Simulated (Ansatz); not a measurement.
# CH4GaN: up Jacob's ladder to CCSD(T)

How much do the methods differ for CH4GaN? The plan is to run it at one geometry with functionals of several rungs and with coupled cluster, and see how far each lands from CCSD(T) at the basis-set limit for the atomisation energy.

Method: functionals in def2-TZVPP, the program's frozen cores in correlated methods; program: Ansatz 0.2.0, Gaussian basis.

Levels to be run: LDA (SPW92), PBE-D4, revPBE-D4, BLYP-D4, r2SCAN-D4, B97M-V, PBE0-D4, B3LYP-D4, r2SCANh-D4, r2SCAN0-D4, HSE06-D4, BHLYP-D4, CAM-B3LYP-D4, LC-ωPBE, ωB97X-V, ωB97M-V, B2PLYP, PBE-QIDH; CCSD(T)/def2-SVP; CCSD(T)/def2-TZVPP; MP2/def2-QZVPP; extrapolation to the limit; RPA on PBE.

### 1 The relaxed structure

The geometry comes from an earlier relaxation with PBE0-D4 in a triple-zeta def2 set; it is a stationary point, not always the lowest conformer.

7 atoms, charge 0, spin multiplicity 1.

Atoms are counted from 1 here; the program's logs count them from 0.

Bond lengths: C1–N2 1.446 Å, C1–H4 1.098 Å, C1–H5 1.098 Å, C1–H7 1.095 Å, N2–Ga3 1.873 Å, N2–H6 1.012 Å. Angles: N2–C1–H4 112.8°, N2–C1–H5 112.8°, N2–C1–H7 110.0°, H4–C1–H5 107.5°, H4–C1–H7 106.7°, H5–C1–H7 106.7°, C1–N2–Ga3 127.1°, C1–N2–H6 112.1°, Ga3–N2–H6 120.8°.

### 2 LDA

This LDA is Slater exchange with PW92 correlation.

in.yaml reads:

```yaml
crystal:
  periodic: [false, false, false]
  atoms:
    - {symbol: C, position_ang: [-0.145759, 0.098597, -0.645475]}
    - {symbol: N, position_ang: [0.068204, 0.002169, 0.781721]}
    - {symbol: Ga, position_ang: [1.213727, -1.180542, 1.674905]}
    - {symbol: H, position_ang: [-1.185434, -0.101844, -0.934408]}
    - {symbol: H, position_ang: [0.126902, 1.081252, -1.051216]}
    - {symbol: H, position_ang: [-0.489516, 0.671726, 1.296066]}
    - {symbol: H, position_ang: [0.473075, -0.639358, -1.167293]}
basis:
  gaussian: {orbitals: def2-TZVPP}
hamiltonian: {xc: lda}
output: {orbitals: {seedname: orbitals}}
```

On the command line:

```sh
$ ansatz run in.yaml --threads 2 --pin off --events-out ev --progress --plain --max-ram 4352MiB
```

The runs that follow: PBE-D4 (GGA); revPBE-D4 (GGA); BLYP-D4 (GGA); r2SCAN-D4 (meta-GGA); B97M-V (meta-GGA); B3LYP-D4 (hybrid); r2SCANh-D4 (hybrid); r2SCAN0-D4 (hybrid); HSE06-D4 (hybrid); BHLYP-D4 (hybrid); CAM-B3LYP-D4 (range-separated); LC-ωPBE (range-separated); ωB97X-V (range-separated); ωB97M-V (range-separated); B2PLYP (double hybrid); PBE-QIDH (double hybrid); CCSD(T) in def2-SVP; CCSD(T) in def2-TZVPP; MP2 in def2-QZVPP; RPA on PBE orbitals.

**Question.** What will the summary of the whole plan be? Wanted: atomisation energy, CCSD(T)/CBS; farthest beyond LDA; mean size of error, GGA; mean size of error, meta-GGA; mean size of error, hybrid; mean size of error, range-separated; mean size of error, double hybrid; gap, smallest and largest; T1 diagnostic.

The runs gave:

| quantity | value |
| --- | --- |
| atomisation energy, CCSD(T)/CBS | 24.238 eV |
| functionals within 0.242 eV (1.0 %) | revPBE-D4, BLYP-D4, r2SCAN-D4, B97M-V, PBE0-D4, B3LYP-D4, HSE06-D4, CAM-B3LYP-D4, LC-ωPBE, ωB97X-V, ωB97M-V |
| farthest beyond LDA | BHLYP-D4 (-0.751 eV) |
| mean size of error, GGA | 0.241 eV |
| mean size of error, meta-GGA | 0.115 eV |
| mean size of error, hybrid | 0.288 eV |
| mean size of error, range-separated | 0.086 eV |
| mean size of error, double hybrid | 0.285 eV |
| gap, smallest and largest | 3.13 eV (BLYP-D4), 9.70 eV (LC-ωPBE) |
| T1 diagnostic | 0.0148 |
| triples share of the correlation energy | 4.0 % |

What this shows: The LDA atomisation energy is off by 3.541 eV (15 %): it overbinds. PBE-D4 misses by +0.504 eV. Double hybrids carry the basis error of their MP2 part in triple zeta, and no dispersion term here, so their miss is partly the set-up's. The rungs range-separated, meta-GGA, GGA miss on average by less than the doubt on the reference (0.242 eV), so they tie. The reference freezes the cores and leaves out relativity and excitations past (T), and its outer-core shells are covered unevenly, so misses under about 0.242 eV can't be ranked. Hartree-Fock recovers 69 % of the binding; the rest is correlation. CCSD(T) in def2-SVP is off by -1.436 eV, worse than the median functional, from the basis alone. Orbital gaps span 3.1 to 9.7 eV; exact exchange widens them. Correlated methods include outer-core shells of Ga, which these sets cover unevenly.
